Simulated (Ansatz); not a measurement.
# One shape, several levels: SiHF3 (SMILES F[SiH](F)F)

Aim: a comparison of 6 runs (B2PLYP/def2-SVPD, BHLYP/def2-SVPD, HSE06/def2-SVPD, r2SCAN0/def2-SVPD, MP2/def2-SVPD, CCSD(T)/def2-SVPD) of SiHF3. 

Program for the calculation: Ansatz 0.2.0.

55 further runs of the same task are left out: 55 set aside as unsound or not needed.

## 1. The molecule

SiHF3 has 5 atoms, charge 0, and is taken as a singlet. SMILES: `F[SiH](F)F`. The Si2–F4 distance was set to 3.460 Å, away from the relaxed value. At this shape a bond of the SMILES string is far longer than usual.

Bond lengths: F1–Si2 1.573 Å, Si2–F3 1.573 Å, Si2–H5 1.461 Å. Angles: F1–Si2–F3 108.3°, F1–Si2–H5 110.7°, F3–Si2–H5 110.7°.

## 2. A single-point energy at B2PLYP/def2-SVPD (run 1)

Input file in.yaml:

```yaml
crystal:
  periodic: [false, false, false]
  atoms:
    - {symbol: F, position_ang: [0.196830, 1.435823, 2.409794]}
    - {symbol: Si, position_ang: [0.684630, 1.519723, 0.916694]}
    - {symbol: F, position_ang: [0.046830, 2.799423, 0.261294]}
    - {symbol: F, position_ang: [-0.495900, -1.263300, -0.767200]}
    - {symbol: H, position_ang: [2.143330, 1.580423, 0.853394]}
basis:
  gaussian:
    orbitals: def2-SVPD
output:
  orbitals: {seedname: orbitals}
hamiltonian:
  xc: {name: B2PLYP}
correlation:
  frozen_orbitals: {F: 1, H: 0, Si: 5}
accuracy: high
```

Started as:

```sh
$ ansatz run in.yaml --threads 1 --pin off --max-ram 3480MiB --events-out events.jsonl --progress --plain --runs-dir runs
```

Standard output:

```text
Warning: RAYON_NUM_THREADS=1 ignored (pool sized by the plan → 1); use --threads N
Functional definition: B2PLYP
  name "B2PLYP"
  parameter a = 0.53
  parameter c = 0.27
  exchange = (1 - a)*b88_x + a*exact_x
  correlation = (1 - c)*lyp_c + c*(mp2_os + mp2_ss)
1937 factors; integrals over basis functions are off by at most 4.0e-9 eV
mean field evaluation 1: about -16011.6510 eV, gradient 6.0e1 eV
mean field evaluation 2: about -16011.7477 eV, gradient 6.0e1 eV
mean field evaluation 4: about -16014.0275 eV, gradient 5.0e1 eV
mean field evaluation 8: about -16019.1040 eV, gradient 1.1e0 eV
mean field evaluation 16: about -16019.1342 eV, gradient 1.8e-3 eV
mean field evaluation 32: about -15891.9529 eV, gradient 1.1e2 eV
mean field -16019.13419916 eV, -588.6923236601 hartree, gradient 8.2e-8 eV, S^2 0.000000; 0 other end points of the search recorded, 0 dependent functions left out; unrestricted orbitals would lower it
8 core orbitals not correlated: weight in the atoms' cores, before any rotation towards them, 1.000 or more for the frozen orbitals, at most 0.000 for the correlated occupied ones
reference -16019.13422482 eV, -588.6923246030 hartree; 13, 13 occupied and 80, 80 virtual orbitals, 1937 factors
second order -25.26560500 eV of doubles, -0.00000000 eV of singles
Total energy: -16025.95593817 eV, -588.9430179447 hartree
```

Wall time 9.6 s (1 thread of Arm Neoverse V2, shared host); peak memory 0.4 GiB.

## 3. A single-point energy at BHLYP/def2-SVPD (run 2)

Input file job.yaml:

```yaml
crystal:
  periodic: [false, false, false]
  atoms:
    - symbol: F
      position_ang: [0.196830, 1.435823, 2.409794]
    - symbol: Si
      position_ang: [0.684630, 1.519723, 0.916694]
    - symbol: F
      position_ang: [0.046830, 2.799423, 0.261294]
    - symbol: F
      position_ang: [-0.495900, -1.263300, -0.767200]
    - symbol: H
      position_ang: [2.143330, 1.580423, 0.853394]
basis:
  gaussian: {orbitals: def2-SVPD}
hamiltonian: {xc: {name: BHLYP}}
accuracy: high
output: {orbitals: {seedname: orbitals}}
```

Started as:

```sh
$ ansatz run job.yaml --threads 1 --pin off --max-ram 3480MiB --events-out events.jsonl --progress --plain --runs-dir runs
```

Standard output:

```text
Warning: RAYON_NUM_THREADS=1 ignored (pool sized by the plan → 1); use --threads N
Functional definition: BHLYP
  name "BHLYP"
  parameter a = 0.5
  exchange = (1 - a)*b88_x + a*exact_x
  correlation = lyp_c
1937 factors; integrals over basis functions are off by at most 4.0e-9 eV
mean field evaluation 1: about -16023.4510 eV, gradient 6.1e1 eV
mean field evaluation 2: about -15706.5769 eV, gradient 1.9e2 eV
mean field evaluation 4: about -16029.0893 eV, gradient 2.1e1 eV
mean field evaluation 8: about -16030.9545 eV, gradient 1.2e0 eV
mean field evaluation 16: about -16031.1403 eV, gradient 2.8e-3 eV
mean field -16031.14034716 eV, -589.1335414609 hartree, gradient 7.1e-8 eV, S^2 0.000000; 0 other end points of the search recorded, 0 dependent functions left out
reference -16031.14037456 eV, -589.1335424678 hartree; 21, 21 occupied and 80, 80 virtual orbitals, 1937 factors
Total energy: -16031.14037456 eV, -589.1335424678 hartree
```

Run time: 7.5 s. Hardware: 1 thread of Arm Neoverse V2, shared host; peak memory 0.31 GiB.

Runs 3 to 5 aren't shown in full; the table further down has their settings and results.

## 4. A single-point energy at CCSD(T)/def2-SVPD (run 6)

Input file molecule.yaml:

```yaml
crystal:
  periodic: [false, false, false]
  atoms:
    - {symbol: F, position_ang: [0.196830, 1.435823, 2.409794]}
    - {symbol: Si, position_ang: [0.684630, 1.519723, 0.916694]}
    - {symbol: F, position_ang: [0.046830, 2.799423, 0.261294]}
    - {symbol: F, position_ang: [-0.495900, -1.263300, -0.767200]}
    - {symbol: H, position_ang: [2.143330, 1.580423, 0.853394]}
basis:
  gaussian:
    orbitals: def2-SVPD
scf:
  omitted_lower_state_checks: [cluster_reference, increment]
accuracy: high
correlation:
  method: ccsd_t
  frozen_orbitals: {F: 1, H: 0, Si: 5}
```

Started as:

```sh
$ ansatz run molecule.yaml --threads 1 --pin off --max-ram 3480MiB --events-out events.jsonl --progress --plain --runs-dir runs
```

Standard output:

```text
Warning: RAYON_NUM_THREADS=1 ignored (pool sized by the plan → 1); use --threads N
Functional definition: HF
  name "HF"
  exchange = exact_x
  correlation = 0
these checks for a lower state are left out or cut short: cluster_reference, increment
1937 factors; integrals over basis functions are off by at most 4.0e-9 eV
mean field evaluation 1: about -15978.6947 eV, gradient 5.3e1 eV
mean field evaluation 2: about -15978.7217 eV, gradient 5.3e1 eV
mean field evaluation 4: about -15983.9917 eV, gradient 1.7e1 eV
mean field evaluation 8: about -15984.5457 eV, gradient 5.8e-1 eV
mean field evaluation 16: about -15984.5484 eV, gradient 1.2e-8 eV
mean field -15984.54840444 eV, -587.4213191472 hartree, gradient 1.2e-8 eV, S^2 0.000000; 0 other end points of the search recorded, 0 dependent functions left out; unrestricted orbitals would lower it
8 core orbitals not correlated: weight in the atoms' cores, before any rotation towards them, 1.000 or more for the frozen orbitals, at most 0.000 for the correlated occupied ones
reference -15984.54840444 eV, -587.4213191472 hartree; 13, 13 occupied and 80, 80 virtual orbitals, 1937 factors
second order -19.59406702 eV of doubles, -0.00000000 eV of singles
cycle   1  -18.56564038 eV  change     1.0e0 eV  update   3.2e-1
cycle   2  -19.33523406 eV  change   -7.7e-1 eV  update   3.3e-1
cycle   3  -19.64784741 eV  change   -3.1e-1 eV  update   1.2e-1
cycle   4  -19.79358941 eV  change   -1.5e-1 eV  update   8.0e-2
cycle   5  -19.78182295 eV  change    1.2e-2 eV  update   4.4e-2
cycle   6  -19.76322532 eV  change    1.9e-2 eV  update   2.8e-2
cycle   7  -19.80085836 eV  change   -3.8e-2 eV  update   1.1e-2
cycle   8  -19.82031011 eV  change   -1.9e-2 eV  update   5.2e-3
cycle   9  -19.81918859 eV  change    1.1e-3 eV  update   2.3e-3
cycle  10  -19.81807397 eV  change    1.1e-3 eV  update   1.3e-3
cycle  11  -19.81946630 eV  change   -1.4e-3 eV  update   7.9e-4
cycle  12  -19.81886612 eV  change    6.0e-4 eV  update   8.5e-4
cycle  13  -19.81880530 eV  change    6.1e-5 eV  update   1.1e-4
cycle  14  -19.81864921 eV  change    1.6e-4 eV  update   7.3e-5
cycle  15  -19.81866082 eV  change   -1.2e-5 eV  update   3.2e-5
cycle  16  -19.81867544 eV  change   -1.5e-5 eV  update   1.1e-5
cycle  17  -19.81867523 eV  change    2.1e-7 eV  update   5.7e-6
cycle  18  -19.81867870 eV  change   -3.5e-6 eV  update   4.0e-6
cycle  19  -19.81868020 eV  change   -1.5e-6 eV  update   3.2e-6
cycle  20  -19.81867952 eV  change    6.7e-7 eV  update   2.8e-6
cycle  21  -19.81867817 eV  change    1.4e-6 eV  update   2.4e-6
cycle  22  -19.81867851 eV  change   -3.3e-7 eV  update   1.8e-6
cycle  23  -19.81867763 eV  change    8.8e-7 eV  update   1.1e-6
cycle  24  -19.81867855 eV  change   -9.3e-7 eV  update   8.3e-7
cycle  25  -19.81867878 eV  change   -2.3e-7 eV  update   3.8e-7
cycle  26  -19.81867897 eV  change   -1.9e-7 eV  update   2.7e-7
cycle  27  -19.81867889 eV  change    8.2e-8 eV  update   1.9e-7
cycle  28  -19.81867966 eV  change   -7.7e-7 eV  update   1.7e-7
cycle  29  -19.81867960 eV  change    5.4e-8 eV  update   9.2e-8
cycle  30  -19.81867962 eV  change   -1.9e-8 eV  update   4.0e-8
cycle  31  -19.81867965 eV  change   -2.3e-8 eV  update   1.6e-8
cycle  32  -19.81867965 eV  change  -4.4e-10 eV  update   6.6e-9
cycle  33  -19.81867964 eV  change    3.4e-9 eV  update   3.0e-9
cycle  34  -19.81867964 eV  change  -4.8e-10 eV  update   1.7e-9
perturbative correction -1.24775892 eV, -0.0458542946 hartree
Total energy: -16005.61484301 eV, -588.1954964851 hartree
Checks for a lower state left out: cluster_reference, increment
```

Run time: 41 s. Hardware: 1 thread of Arm Neoverse V2, shared host; peak memory 0.7 GiB.

## 5. Overview of the runs

```csv
run,level,frozen core orbitals,energy (Eh),HOMO energy (eV),LUMO energy (eV),HOMO–LUMO gap (eV),wall time
1,B2PLYP/def2-SVPD,8,-588.943018,-9.00,-4.86,4.14,9.6 s
2,BHLYP/def2-SVPD,–,-589.133542,-9.11,-5.16,3.94,7.5 s
3,HSE06/def2-SVPD,–,-588.835479,-7.82,-6.13,1.69,6.3 s
4,r2SCAN0/def2-SVPD,–,-589.053424,-8.32,-5.76,2.56,14 s
5,MP2/def2-SVPD,8,-588.141388,–,–,–,6.3 s
6,CCSD(T)/def2-SVPD,8,-588.195496,–,–,–,41 s
```

## 6. What came out

```
                                          quantity          value
                               run 6: total energy  -588.19550 Eh
run 6: correlation energy (8 core orbitals frozen)     -774.2 mEh
                             run 6: (T) correction     -45.85 mEh
                              run 6: T1 diagnostic          0.072
```

Over runs 1, 2, 3, 4 the HOMO–LUMO gap runs from 1.69 eV (HSE06/def2-SVPD) to 4.14 eV (B2PLYP/def2-SVPD). A double hybrid's value is that of its SCF part. Totals of different functionals can't be ranked against each other. In run 6 the T1 diagnostic is large, so a single reference may not serve. In runs 1, 5, 6 the log says that unrestricted orbitals would lower the reference, so the values rest on an unstable closed-shell determinant (other closed-shell runs at this shape may share the fault). In runs 1, 2, 3, 4, 5, 6 a closed-shell determinant meets a far-stretched bond, which it describes badly. All runs together took 84 s, the longest 41 s.
